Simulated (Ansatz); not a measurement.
# NaAl18: the cost of one run

Method: DFT PBE, plane waves, PAW, scalar-relativistic, no spin polarisation, in Ansatz 0.2.0.

## 1. The system as given

The cell holds 19 atoms (Al18Na): a = 5.728 Å, b = 8.591 Å, c = 15.677 Å, α = 90.00°, β = 90.00°, γ = 60.00°.

Structure file:

```
Al Na
1.0
     5.72757    0.00000    0.00000
     4.29567    7.44032    0.00000
     0.00000    0.00000   15.67654
Al Na
18 1
Direct
  0.16667 0.11111 0.06379
  0.66667 0.11111 0.06379
  0.16667 0.44444 0.06379
  0.66667 0.44444 0.06379
  0.16667 0.77778 0.06379
  0.66667 0.77778 0.06379
  0.83333 0.22222 0.21295
  0.33333 0.22222 0.21295
  0.83333 0.55556 0.21295
  0.33333 0.55556 0.21295
  0.83333 0.88889 0.21295
  0.33333 0.88889 0.21295
  0.00000 0.00000 0.36210
  0.50000 0.00000 0.36210
  0.00000 0.33333 0.36210
  0.50000 0.33333 0.36210
  0.00000 0.66667 0.36210
  0.50000 0.66667 0.36210
  0.33239 0.55878 0.51839
```

## 2. Relaxing end A

input.yaml reads:

```yaml
crystal:
  lattice:
    - [5.727565, 0.0, 0.0]
    - [4.295674, 7.440325, 0.0]
    - [0.0, 0.0, 15.676537]
  atoms:
    - { symbol: Al, position: [0.1666667, 0.1111111, 0.0637896] }
    - { symbol: Al, position: [0.6666667, 0.1111111, 0.0637896] }
    - { symbol: Al, position: [0.1666667, 0.4444444, 0.0637896] }
    - { symbol: Al, position: [0.6666667, 0.4444444, 0.0637896] }
    - { symbol: Al, position: [0.1666667, 0.7777778, 0.0637896] }
    - { symbol: Al, position: [0.6666667, 0.7777778, 0.0637896] }
    - { symbol: Al, position: [-0.1666667, 0.2222222, 0.2129468] }
    - { symbol: Al, position: [0.3333333, 0.2222222, 0.2129468] }
    - { symbol: Al, position: [-0.1666667, 0.5555556, 0.2129468] }
    - { symbol: Al, position: [0.3333333, 0.5555556, 0.2129468] }
    - { symbol: Al, position: [-0.1666667, 0.8888889, 0.2129468] }
    - { symbol: Al, position: [0.3333333, 0.8888889, 0.2129468] }
    - { symbol: Al, position: [0.0, 0.0, 0.362104] }
    - { symbol: Al, position: [0.5, 0.0, 0.362104] }
    - { symbol: Al, position: [0.0, 0.3333333, 0.362104] }
    - { symbol: Al, position: [0.5, 0.3333333, 0.362104] }
    - { symbol: Al, position: [0.0, 0.6666667, 0.362104] }
    - { symbol: Al, position: [0.5, 0.6666667, 0.362104] }
    - { symbol: Na, position: [0.332386, 0.5587787, 0.5183885] }
basis:
  ecutwfc: 420.0
kpoints:
  mp_grid: { grid: [3, 2, 1] }
hamiltonian:
  xc: pbe
scf:
  occupations: { method: fermi_dirac, width: 0.1 }
  lower_state_search: "off"
relax:
  f_tol: 0.03
  max_steps: 60
  adjacent_minimum: "off"
  constraints: [{ sites: [0, 1, 2, 3, 4, 5] }]
```

Command:

```
> ansatz run input.yaml --threads 1 --pin off --max-ram 3072MiB --backend cpu --events-out ev --progress --plain --runs-dir out
```

What time and memory should one allow on 1 thread of Arm Neoverse V2, shared host?

About 31 s, with a peak of 0.63 GiB.
